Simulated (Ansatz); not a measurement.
# Cl₂FHOTi: a ladder of functionals and wavefunction methods

One table from this session's results is given with a row withheld; the runs are named, their logs left out.

Computed with Ansatz 0.2.0, Gaussian basis. Level: functionals in def2-TZVPP, the program's frozen cores in correlated methods.

Plan: LDA (SPW92), PBE-D4, revPBE-D4, BLYP-D4, r2SCAN-D4, B97M-V, PBE0-D4, B3LYP-D4, r2SCANh-D4, r2SCAN0-D4, HSE06-D4, BHLYP-D4, CAM-B3LYP-D4, LC-ωPBE, ωB97X-V, ωB97M-V, B2PLYP, PBE-QIDH; CCSD(T)/def2-SVP; CCSD(T)/def2-TZVPP; MP2/def2-QZVPP; extrapolation to the limit; RPA on PBE.

## The relaxed structure

All runs share one geometry, relaxed beforehand with PBE0-D4 in a triple-zeta def2 set.

SMILES `[OH][Ti]([F])([Cl])[Cl]`, 6 atoms, charge 0, spin multiplicity 1.

Atoms are counted from 1 here; the program's logs count them from 0.

Bond lengths: O1–Ti2 1.751 Å, O1–H6 0.958 Å, Ti2–F3 1.740 Å, Ti2–Cl4 2.186 Å, Ti2–Cl5 2.186 Å. Angles: Ti2–O1–H6 144.0°, O1–Ti2–F3 109.1°, O1–Ti2–Cl4 109.6°, O1–Ti2–Cl5 109.6°, F3–Ti2–Cl4 109.2°, F3–Ti2–Cl5 109.2°, Cl4–Ti2–Cl5 110.2°.

Set-up of the first run:

Contents of in.yaml:

```yaml
crystal:
  periodic: [false, false, false]
  atoms:
    - {symbol: O, position_ang: [-0.149679, 0.031021, 1.360604]}
    - {symbol: Ti, position_ang: [0.075699, -0.049217, -0.374098]}
    - {symbol: F, position_ang: [-0.953816, 1.128271, -1.136740]}
    - {symbol: Cl, position_ang: [-0.459888, -2.042873, -1.091926]}
    - {symbol: Cl, position_ang: [2.159149, 0.393048, -0.864468]}
    - {symbol: H, position_ang: [-0.629466, 0.475749, 2.060528]}
basis:
  gaussian: {orbitals: def2-TZVPP}
hamiltonian: {xc: lda}
output: {orbitals: {seedname: orbitals}}
```

Started as:

```
$ ansatz run in.yaml --threads 4 --pin off --events-out ev --progress --plain --max-ram 10444MiB
```

Among the steps run: LDA; PBE-D4 (GGA); revPBE-D4 (GGA); BLYP-D4 (GGA); r2SCAN-D4 (meta-GGA); B97M-V (meta-GGA); PBE0-D4 (hybrid); B3LYP-D4 (hybrid); r2SCANh-D4 (hybrid); r2SCAN0-D4 (hybrid); HSE06-D4 (hybrid); BHLYP-D4 (hybrid); CAM-B3LYP-D4 (range-separated); LC-ωPBE (range-separated); ωB97X-V (range-separated); ωB97M-V (range-separated); B2PLYP (double hybrid); PBE-QIDH (double hybrid).

One of the session's tables, all rows but one given; the rest of the session is left out.

It belongs to the step «Orbital energies across the functionals». 

```
  functional  HOMO (eV)  LUMO (eV)  gap (eV)
 LDA (SPW92)      -8.09      -4.13      3.95
      PBE-D4      -7.92      -3.89      4.03
   revPBE-D4      -7.86      -3.81      4.05
     BLYP-D4      -7.76      -3.79      3.97
   r2SCAN-D4      -8.30      -3.88      4.42
      B97M-V      -8.38      -3.87      4.51
     PBE0-D4      -9.34      -3.03      6.30
    B3LYP-D4          ?          ?         ?
  r2SCANh-D4      -8.82      -3.53      5.28
  r2SCAN0-D4      -9.59      -3.00      6.59
    HSE06-D4      -8.93      -3.41      5.52
    BHLYP-D4     -10.61      -1.98      8.62
CAM-B3LYP-D4     -10.67      -1.97      8.70
     LC-ωPBE     -12.06      -0.88     11.18
     ωB97X-V     -11.69      -0.86     10.83
     ωB97M-V     -11.53      -0.83     10.70
```

**Question.** Estimate the row for B3LYP-D4.

Worked estimate for «HOMO (eV)». Against the share of exact exchange, BLYP-D4 (0, -7.76), BHLYP-D4 (0.5, -10.61) give a slope of -5.70 per unit share; at 0.2 the line stands at -8.90.

**Answer.** HOMO (eV): -9.06; LUMO (eV): -3.29; gap (eV): 5.77. In «HOMO (eV)» the line misses by +0.16.
